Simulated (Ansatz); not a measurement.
Predict the output of the script below (Ansatz's Python interface).

The script, `lattice_li3ag.py`:
```python
"""Relaxed cell of Li3Ag under several functionals."""

import ansatz as az
import numpy as np

def edges_and_angles(cell):
    cell = np.asarray(cell)
    a, b, c = np.linalg.norm(cell, axis=1)
    cosines = cell[1] @ cell[2] / (b * c), cell[0] @ cell[2] / (a * c), cell[0] @ cell[1] / (a * b)
    return (a, b, c, *np.degrees(np.arccos(cosines)))

lattice = az.Lattice.of(
    (0.0, 3.20195, 3.20195),
    (3.20195, 0.0, 3.20195),
    (3.20195, 3.20195, 0.0),
)
sites = [
    ("Li", (0.25, 0.25, 0.25)),
    ("Li", (0.75, 0.75, 0.75)),
    ("Li", (0.5, 0.5, 0.5)),
    ("Ag", (0.0, 0.0, 0.0)),
]
cell = az.Crystal(lattice=lattice)
for symbol, position in sites:
    cell = cell.atom(symbol, position)

job = (
    cell.calculation()
    .basis(510)
    .kpoints(6, 6, 6)
    .occupations("Fermi-Dirac", width=0.1)
    .relax(cell=True, force_tolerance=0.05)
)

levels = [("blyp", "d3bj"), ("lda", "none"), ("pbesol", "d3bj")]
print("level            a       b       c    alpha   beta  gamma  V/atom  steps")
for name, dispersion in levels:
    seen = []
    run = job.functional(name, dispersion=dispersion).session().plan()
    out = run.execute(on_event=lambda e: seen.append(e) if e["event"] == "relax_step" else None)
    cell = out.lattice.cell_ang
    label = name if dispersion == "none" else f"{name}+{dispersion}"
    print("{:13s} {:7.4f} {:7.4f} {:7.4f} {:6.2f} {:6.2f} {:6.2f}".format(label, *edges_and_angles(cell)), f"{abs(np.linalg.det(cell)) / len(out.lattice.sites):7.3f} {len(seen):5d}")
```

```console
$ python lattice_li3ag.py
level            a       b       c    alpha   beta  gamma  V/atom  steps
blyp+d3bj      4.2435  4.2435  4.2435  60.00  60.00  60.00  13.508     5
lda            4.4117  4.4117  4.4117  60.00  60.00  60.00  15.179     4
pbesol+d3bj    4.3734  4.3734  4.3734  60.00  60.00  60.00  14.787     4
```

From smallest to largest: BLYP+D3BJ (13.51 Å³ an atom, -17.7 % against the start), PBEsol+D3BJ (14.79 Å³ an atom, -9.9 % against the start) and LDA (15.18 Å³ an atom, -7.5 % against the start). The spread is 12.4 % in volume.

Notes:
- Forces vanish by symmetry, so the ions can't move, and the end may be a saddle.
- BLYP and dispersion corrections can be off by several per cent in the lattices of metals, and by several GPa in the pressure at a fixed cell.
- For a metal this k-point mesh is coarse: on a finer one energies can move by several to tens of meV an atom and pressures by half a GPa or more, differences at one mesh by less.
- Edges and angles are those of the cell as typed, here a primitive one, not of the conventional cell.
- The structure comes from a database of computed cells and needn't be a stable or known phase.
- Hardware and time: 14 s on 1 thread of Intel(R) Xeon(R) Processor @ 2.30GHz (shared host), peak memory 0.57 GiB.
